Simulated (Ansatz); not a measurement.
# NiO: the cost of one run

Method: DFT PBE, scalar-relativistic, plane waves, PAW, in Ansatz 0.2.0.

**1. Starting point**

The structure is cubic, space group Fm-3m (No. 225). The conventional cell has a = 4.183 Å, b = 4.183 Å, c = 4.183 Å, α = 90.00°, β = 90.00°, γ = 90.00°. Ni (site symmetry m-3m) is surrounded by 6 O at 2.09 Å. Around O (site symmetry m-3m) lie 6 Ni at 2.09 Å.

As a file:

```
Ni O
1.0
     0.00000    2.09131    2.09131
     2.09131    0.00000    2.09131
     2.09131    2.09131    0.00000
Ni O
1 1
Direct
  0.00000 0.00000 0.00000
  0.50000 0.50000 0.50000
```

The start is a polymorph listed in a database, not an invented cell.

**2. A first look at the guess**

Contents of input.yaml:

```yaml
crystal:
  lattice:
    - [0.0, 2.09131002, 2.09131002]
    - [2.09131002, 0.0, 2.09131002]
    - [2.09131002, 2.09131002, 0.0]
  atoms:
    - { symbol: Ni, position: [0.0, 0.0, 0.0], spin: 2.0 }
    - { symbol: O, position: [0.5, 0.5, 0.5] }
basis:
  ecutwfc: 420
kpoints:
  mp_grid: { grid: [8, 8, 8] }
hamiltonian:
  xc: pbe
scf:
  occupations: { method: gaussian, width: 0.1 }
  lower_state_search: "off"
output:
  forces: true
  stress: true
  eigenvalues: true
  populations: true
magnetization:
  spin_polarized: true
```

On the command line:

```console
$ ansatz run input.yaml --threads 1 --pin off --max-ram 2560MiB --backend cpu --events-out ev --progress --plain --runs-dir out
```

Q: Estimate wall time and peak memory on 1 thread of Intel Xeon at 2.70GHz, shared host.

About 3 s, with a peak of 0.3 GiB.
